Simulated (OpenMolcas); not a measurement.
# Ti²⁺ among point charges: CASSCF and CASPT2 levels and susceptibility

How does a field of 4 point charges split the states of Ti²⁺, and what χT follows?

Method: state-averaged CASSCF and CASPT2, spin-orbit coupling by RASSI with atomic mean-field integrals. Code: OpenMolcas 26.06.

### Step 1. What is computed

* Species: Ti²⁺ (titanium, Z = 22, 20 electrons)
* Basis: ANO-RCC-VDZP [5s4p2d1f], 34 functions
* Scalar Hamiltonian: DKH2, point nucleus
* Inactive shells: 1s 2s 2p 3s 3p
* Active space: 2 electrons in 5 orbitals (3d)
* Some configurations of this space: 3d2
* Orbitals: optimised for each spin and parity, averaged over all roots

The outer shells:

3d2
```
3d [↑ ][↑ ][  ][  ][  ]
```

The ion sits among 4 point charges of -0.8 e arranged as a tetrahedron (Td), 1.81 Å from the ion.

Each step is its own input file, run in one work folder so that later steps find the files of earlier ones. Labels, J, g values, rates, χT and fits are worked out afterwards by a script from the matrices that RASSI stores.

### Step 2. Basis and integrals

a.inp reads:

```
&GATEWAY
Coord
1

Ti 0.0 0.0 0.0
Basis=ANO-RCC-VDZP
Group=NoSym
NoMove
AngMom=0.0 0.0 0.0
AMFI
XField
4 Angstrom 0
1.045004 1.045004 1.045004 -0.800000
1.045004 -1.045004 -1.045004 -0.800000
-1.045004 1.045004 -1.045004 -0.800000
-1.045004 -1.045004 1.045004 -0.800000
&SEWARD
```

The run is started by

```console
> OMP_NUM_THREADS=1 MOLCAS_MEM=1689 MOLCAS_PROJECT=a pymolcas a.inp > a.log
```

### Step 3. Reference wave functions, triplets, 10 roots

a.inp reads:

```
&RASSCF
FileOrb=start.orb
Symmetry=1
Spin=3
nActEl=2 0 0
Inactive=9
Ras2=5
CIRoot=10 10 1
SDav=10
CIMx=300
Iter=120 100
PrWF=0.3
OrbListing=Nothing
MaxOrb=0
>>> COPY $Project.JobIph JOB001
```

start.orb holds the contracted functions of the basis, ordered by shell, or the orbitals of the step before.

### Step 4. CASSCF: singlets, 15 roots

a.inp reads:

```
&RASSCF
FileOrb=start.orb
Symmetry=1
Spin=1
nActEl=2 0 0
Inactive=9
Ras2=5
CIRoot=15 15 1
SDav=15
CIMx=300
Iter=120 100
PrWF=0.3
OrbListing=Nothing
MaxOrb=0
>>> COPY $Project.JobIph JOB002
```

### Step 5. RASSI: spin-orbit coupling between the states

a.inp reads:

```
&RASSI
NrOfJobIphs=2 10 15
1 2 3 4 5 6 7 8 9 10
1 2 3 4 5 6 7 8 9 10 11 12 13 14 15
IphNames
JOB001
JOB002
EJob
SpinOrbit
DIPRint=1.0
SOCoupling=1000.0
Subsets=2
Property=9
'ANGMOM' 1 'ANGMOM' 2 'ANGMOM' 3 'MLTPL  1' 1 'MLTPL  1' 2 'MLTPL  1' 3
'AMFI' 1 'AMFI' 2 'AMFI' 3
SOProperty=3
'ANGMOM' 1 'ANGMOM' 2 'ANGMOM' 3
```

### Step 6. CASPT2: IPEA 0.25, imaginary shift 0.1 (closed shells correlated: 3s 3p)

a.inp reads:

```
>>> COPY JOB001 $Project.JobIph
&CASPT2
Multistate=10 1 2 3 4 5 6 7 8 9 10
NoMult
Frozen=5
IPEA=0.25
Imaginary=0.1
MaxIter=60
WThr=0.0 0.3 0.05
PrWF=0.5
NoMix
>>> COPY JOB002 $Project.JobIph
&CASPT2
Multistate=15 1 2 3 4 5 6 7 8 9 10 11 12 13 14 15
NoMult
Frozen=5
IPEA=0.25
Imaginary=0.1
MaxIter=60
WThr=0.0 0.3 0.05
PrWF=0.5
NoMix
```

(Steps that only read results are left out.)

What does the calculation give? Wanted: spin-free ground state; first state of the same spin within the active space; lowest level; next level.

The runs gave:

| quantity | value |
| --- | --- |
| method | SS-CASPT2, IPEA 0.25, imaginary shift 0.1 (closed shells correlated: 3s 3p) |
| spin-free ground state | 3A2, 1-fold in its orbital part |
| first state of the same spin within the active space | 3T2 at 1720 cm⁻¹ |
| lowest level | 3-fold T2 |
| next level | 1676.7 cm⁻¹ |
| χT at 300 K | 1.08 cm³ K/mol |
| effective moment at 300 K | 2.95 μB |

Cost by method:

```
                                              method  time of its own steps  time with the reference
                                           A. CASSCF                  4.9 s                    4.9 s
B. SS-CASPT2, IPEA 0.25, imaginary shift 0.1, +3s 3p                  2.1 s                    6.9 s
```

Times are of one thread on a shared host.

In words: The spin-free ground state (3A2) comes to 100 % from free-ion F terms and keeps the highest spin of the shell. χT at 300 K is 1.08, against 1.00 cm³ K/mol for the spin alone, so orbital moment adds to it. CASPT2 does not keep the components of a term degenerate, and the means are used. The field of point charges can differ much from that of real complexes. This is an electrostatic model: the charges have no orbitals.
